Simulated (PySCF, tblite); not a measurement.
# C7H16Si2: geometry, infrared bands and NMR shifts

Aim: predict the infrared bands and NMR shifts of C7H16Si2 (`C=C[Si@@H]1CC[C@H](CC)[SiH2]1`).

Computed with tblite 0.8.0 and PySCF 2.14.0, with density-fitted response routines of our own, on a single molecule in the gas phase. Atoms are numbered from 0 throughout.

## (1) Starting geometry

25 atoms, charge 0, multiplicity 1; geometry from: force field or distance geometry start.

Bonds of the start (Å): C0–C1 1.34, C1–Si2 1.81, Si2–C3 1.90, C3–C4 1.52, C4–C5 1.49, C5–C6 1.46, C6–C7 1.54, C5–Si8 1.90, Si8–Si2 2.26, C0–H9 1.09, C0–H10 1.08, C1–H11 1.09, Si2–H12 1.45, C3–H13 1.10, C3–H14 1.13, C4–H15 1.08, C4–H16 1.13, C5–H17 1.13, C6–H18 1.10, C6–H19 1.10, C7–H20 1.10, C7–H21 1.13, C7–H22 1.11, Si8–H23 1.44, Si8–H24 1.47.

## (2) Relaxing the molecule with GFN2-xTB

The job: settings as JSON, then the geometry in Å.

```
{"job": {"kind": "relax", "xc": "GFN2-xTB", "basis": "xTB"}, "charge": 0, "multiplicity": 1}
C      4.131700     1.148600     0.651400
C      3.073500     0.874400    -0.131800
Si     1.686600    -0.157200     0.413300
C      0.947900    -1.166400    -1.017000
C     -0.309900    -0.419400    -1.429300
C     -1.195700    -0.291600    -0.235800
C     -2.610500     0.009400    -0.440100
C     -3.250900     0.081600     0.959600
Si    -0.222000     1.021200     0.724400
H      4.172500     0.762400     1.674900
H      4.918700     1.771200     0.254600
H      3.098200     1.296900    -1.133500
H      1.902000    -0.954700     1.605400
H      1.666000    -1.322300    -1.829300
H      0.558500    -2.130100    -0.573000
H     -0.792700    -0.824100    -2.312200
H      0.061800     0.618500    -1.659300
H     -1.078500    -1.238000     0.363200
H     -3.109500    -0.823200    -0.952900
H     -2.836000     0.976300    -0.915700
H     -4.311300     0.368500     0.928700
H     -3.119000    -0.950400     1.398800
H     -2.596300     0.748600     1.566700
H     -0.620200     1.111600     2.106900
H     -0.176100     2.291300    -0.009000
```

Launch:

```console
$ OMP_NUM_THREADS=1 python probes_run.py task.json out
```

The driver reads the jobs from task.json and runs them one after another.

**Question.** This job is followed by: GFN2-xTB harmonic vibrations, gas phase; GIAO PBE0/pcSseg-1 NMR shielding, non-relativistic, gas phase. Predict these results of the whole session: strongest single infrared mode (GFN2-xTB); zero-point energy (GFN2-xTB); 13C shifts against TMS (PBE0/pcSseg-1); 1H shifts against TMS (PBE0/pcSseg-1, means over atoms taken as alike); 29Si shifts against TMS (PBE0/pcSseg-1).

The runs gave:

| quantity | value |
| --- | --- |
| strongest single infrared mode (GFN2-xTB) | 2179 cm⁻¹, 518 km/mol |
| zero-point energy (GFN2-xTB) | 128.7 kcal/mol |
| 13C shifts against TMS (PBE0/pcSseg-1) | 142.8, 141.4, 38.0, 37.9, 33.2, 18.8, 18.6 ppm |
| 1H shifts against TMS (PBE0/pcSseg-1, means over atoms taken as alike) | 6.40, 6.35, 6.20, 4.54, 3.93, 3.42, 2.28, 1.91, 1.36, 1.34, 1.27, 1.18, 0.88, 0.84 ppm |
| 29Si shifts against TMS (PBE0/pcSseg-1) | -31.7, -66.5 ppm |

**Reading.** Over 148 steps the energy fell by 1.093 eV; of the close pairs, C1–Si2 changed most, 1.812 to 1.885 Å. All 69 modes are real, so the xTB geometry is a minimum. The strongest single mode, at 2179 cm⁻¹, moves mainly H24. Unscaled tight-binding wavenumbers are off by several per cent, some by more. Its intensities can rank the bands wrongly. C1 (alkene CH) lies farthest downfield among carbon, at 142.8 ppm; as expected for a trigonal carbon in a double bond. H11 (hydrogen on an alkene CH) lies farthest downfield among hydrogen, at 6.40 ppm; a vinylic proton, deshielded by the sp2 carbon and the C=C anisotropy.
